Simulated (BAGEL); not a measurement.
**CH3GeO2 (SMILES O=[C](O)[GeH2]) at ROHF/cc-pVDZ (density fitting with qzvpp-jkfit)**

Aim: the energy change on altering one bond length of CH3GeO2 at ROHF/cc-pVDZ (density fitting with qzvpp-jkfit), from 2 runs. 

The results are computed with BAGEL 1.2.2.

27 further runs of the same task are left out: 3 that didn't finish, 24 set aside as unsound or not needed.

## 1. The system as given

The species is CH3GeO2 (7 atoms), meant as a doublet with charge 0. SMILES: `O=[C](O)[GeH2]`. Geometry: a GFN2-xTB relaxation, a rough one for these elements and not checked as a minimum.

Bond lengths: O1–C2 1.198 Å, C2–O3 1.324 Å, C2–Ge4 2.016 Å, O3–H5 0.975 Å, Ge4–H6 1.549 Å, Ge4–H7 1.553 Å. Angles: O1–C2–O3 125.4°, O1–C2–Ge4 124.1°, O3–C2–Ge4 110.5°, C2–O3–H5 112.4°, C2–Ge4–H6 103.1°, C2–Ge4–H7 103.1°, H6–Ge4–H7 100.6°.

## 2. The energy at ROHF/cc-pVDZ (density fitting with qzvpp-jkfit)

hf.json

```json
{ "bagel": [

{
  "title": "molecule",
  "basis": "cc-pvdz.json",
  "df_basis": "qzvpp-jkfit",
  "angstrom": true,
  "geometry": [
    { "atom": "O", "xyz": [       0.369280,      -0.177670,       1.678780 ] },
    { "atom": "C", "xyz": [       0.226560,      -0.370290,       0.504830 ] },
    { "atom": "O", "xyz": [       0.980300,      -1.163900,      -0.239600 ] },
    { "atom": "Ge", "xyz": [      -1.228880,       0.468290,      -0.609500 ] },
    { "atom": "H", "xyz": [       1.692150,      -1.589680,       0.273170 ] },
    { "atom": "H", "xyz": [      -1.592590,       1.744060,       0.190610 ] },
    { "atom": "H", "xyz": [      -0.446820,       1.089190,      -1.798290 ] }
  ]
},

{
  "title": "rohf",
  "nopen": 1
},

{
  "title": "print",
  "file": "orbitals.molden",
  "orbitals": true
}

]}
```

The basis set cc-pVDZ is read from a file made from the Basis Set Exchange's data (not shown).

The run is started by

```bash
$ BAGEL_NUM_THREADS=1 BAGEL hf.json > hf.out
```

Log:

```text
* using 1 threads per process

  ===============================================================
  ===============================================================

  *** Geometry ***

  { "atom" : "O", "xyz" : [      0.697838,     -0.335748,      3.172434 ] },
  { "atom" : "C", "xyz" : [      0.428136,     -0.699747,      0.953990 ] },
  { "atom" : "O", "xyz" : [      1.852499,     -2.199452,     -0.452778 ] },
  { "atom" : "Ge", "xyz" : [     -2.322247,      0.884940,     -1.151788 ] },
  { "atom" : "H", "xyz" : [      3.197700,     -3.004060,      0.516216 ] },
  { "atom" : "H", "xyz" : [     -3.009559,      3.295796,      0.360201 ] },
  { "atom" : "H", "xyz" : [     -0.844367,      2.058271,     -3.398276 ] },

  Number of auxiliary basis functions:      549

  Since a DF basis is specified, we compute 2- and 3-index integrals:
    o Being stored without compression. Storage requirement is 0.031 GB

  Number of basis functions:       84
  Number of electrons      :       57

    * METHOD: MOLECULE                             0.25

  *** Open-shell HF ***

  === Nuclear Repulsion ===
   243.9223153922

      * DIIS with orbital gradients will be used.

  === ROHF iteration (cc-pvdz.json) ===
      0      -2264.37934712          0.03255118           0.15
      1      -2264.53800560          0.02488884           0.14
      2      -2264.59534500          0.01706578           0.15
      3      -2264.64814018          0.00186222           0.15
      4      -2264.64931135          0.00095987           0.15
      5      -2264.64978896          0.00034971           0.15
      6      -2264.64990565          0.00014325           0.14
      7      -2264.64993969          0.00005950           0.15
      8      -2264.64994714          0.00001954           0.15
      9      -2264.64995123          0.00001221           0.16
     10      -2264.64995149          0.00000450           0.15
     11      -2264.64995159          0.00000266           0.15
     12      -2264.64995150          0.00000110           0.16
     13      -2264.64995153          0.00000048           0.15
     14      -2264.64995152          0.00000027           0.15
     15      -2264.64995152          0.00000012           0.15
     16      -2264.64995152          0.00000006           0.15
     17      -2264.64995152          0.00000002           0.14
     18      -2264.64995152          0.00000001           0.14
     19      -2264.64995152          0.00000000           0.14
    * SCF iteration converged.

    * S^2 (ROHF) is 0.7500

    * Permanent dipole moment:
           (    0.088668,     0.423440,     0.669919) a.u.

    * METHOD: ROHF                                 3.17

    * METHOD: PRINT                                0.03

  ===============================================================
```

Run time: 3.9 s. Hardware: 1 thread of AMD EPYC 9R14 (Zen 4), shared host; peak memory 0.14 GiB.

## 3. The distorted shape at the same level

hf.json

```json
{ "bagel" : [

{
  "title" : "molecule",
  "basis" : "cc-pvdz.json",
  "df_basis" : "qzvpp-jkfit",
  "angstrom" : true,
  "geometry" : [
    { "atom" : "O", "xyz" : [       0.805741,      -1.708626,       0.718628 ] },
    { "atom" : "C", "xyz" : [       0.663021,      -1.901246,      -0.455322 ] },
    { "atom" : "O", "xyz" : [       1.416761,      -2.694856,      -1.199752 ] },
    { "atom" : "Ge", "xyz" : [      -0.792419,      -1.062666,      -1.569652 ] },
    { "atom" : "H", "xyz" : [       2.128611,      -3.120636,      -0.686982 ] },
    { "atom" : "H", "xyz" : [      -1.592590,       1.744060,       0.190610 ] },
    { "atom" : "H", "xyz" : [      -0.010359,      -0.441766,      -2.758442 ] }
  ]
},

{ "title" : "rohf", "nopen" : 1 },

{ "title" : "print", "file" : "orbitals.molden", "orbitals" : true }

]}
```

The basis set cc-pVDZ is read from a file made from the Basis Set Exchange's data (not shown).

The run is started by

```bash
$ BAGEL_NUM_THREADS=1 BAGEL hf.json > hf.out
```

Log:

```text
* using 1 threads per process

  ===============================================================
  ===============================================================

  *** Geometry ***

  { "atom" : "O", "xyz" : [      1.522630,     -3.228835,      1.358010 ] },
  { "atom" : "C", "xyz" : [      1.252928,     -3.592834,     -0.860434 ] },
  { "atom" : "O", "xyz" : [      2.677290,     -5.092540,     -2.267203 ] },
  { "atom" : "Ge", "xyz" : [     -1.497455,     -2.008148,     -2.966212 ] },
  { "atom" : "H", "xyz" : [      4.022492,     -5.897147,     -1.298208 ] },
  { "atom" : "H", "xyz" : [     -3.009559,      3.295796,      0.360201 ] },
  { "atom" : "H", "xyz" : [     -0.019576,     -0.834817,     -5.212700 ] },

  Number of auxiliary basis functions:      549

  Since a DF basis is specified, we compute 2- and 3-index integrals:
    o Being stored without compression. Storage requirement is 0.031 GB

  Number of basis functions:       84
  Number of electrons      :       57

    * METHOD: MOLECULE                             0.25

  *** Open-shell HF ***

  === Nuclear Repulsion ===
   236.7688497797

      * DIIS with orbital gradients will be used.

  === ROHF iteration (cc-pvdz.json) ===
      0      -2264.18408340          0.03469431           0.17
      1      -2264.36274465          0.02924620           0.16
      2      -2264.45819480          0.02045190           0.15
      3      -2264.54461181          0.00405186           0.14
      4      -2264.55985606          0.00225021           0.15
      5      -2264.56494585          0.00066219           0.16
      6      -2264.56535402          0.00019503           0.16
      7      -2264.56537190          0.00010948           0.16
      8      -2264.56537896          0.00006283           0.16
      9      -2264.56538107          0.00003169           0.16
     10      -2264.56538244          0.00001261           0.14
     11      -2264.56538231          0.00000537           0.15
     12      -2264.56538244          0.00000289           0.14
     13      -2264.56538243          0.00000109           0.15
     14      -2264.56538243          0.00000056           0.15
     15      -2264.56538243          0.00000029           0.14
     16      -2264.56538242          0.00000016           0.14
     17      -2264.56538243          0.00000008           0.14
     18      -2264.56538242          0.00000005           0.15
     19      -2264.56538243          0.00000003           0.16
     20      -2264.56538243          0.00000001           0.16
     21      -2264.56538243          0.00000001           0.17
    * SCF iteration converged.

    * S^2 (ROHF) is 0.7500

    * Permanent dipole moment:
           (   -0.310325,     0.193038,     0.668911) a.u.

    * METHOD: ROHF                                 3.57

    * METHOD: PRINT                                0.03

  ===============================================================
```

Run time: 4.2 s. Hardware: 1 thread of AMD EPYC 9R14 (Zen 4), shared host; peak memory 0.14 GiB.

## 4. Outcome

At ROHF/cc-pVDZ (density fitting with qzvpp-jkfit):

```
                                                          quantity           value
                                         first shape: total energy  -2264.64995 Eh
                                        first shape: dipole moment          2.03 D
                                                 first shape: ⟨S²⟩           0.750
                                     distorted shape: total energy  -2264.56538 Eh
                                    distorted shape: dipole moment          1.94 D
                                             distorted shape: ⟨S²⟩           0.750
energy change with the Ge4–H6 bond stretched from 1.549 to 3.408 Å        2.301 eV
```

What this shows: With the Ge4–H6 bond stretched from 1.549 to 3.408 Å the energy rises by 2.30 eV (222 kJ/mol). The first shape isn't relaxed at this level, so the change isn't measured from a minimum.
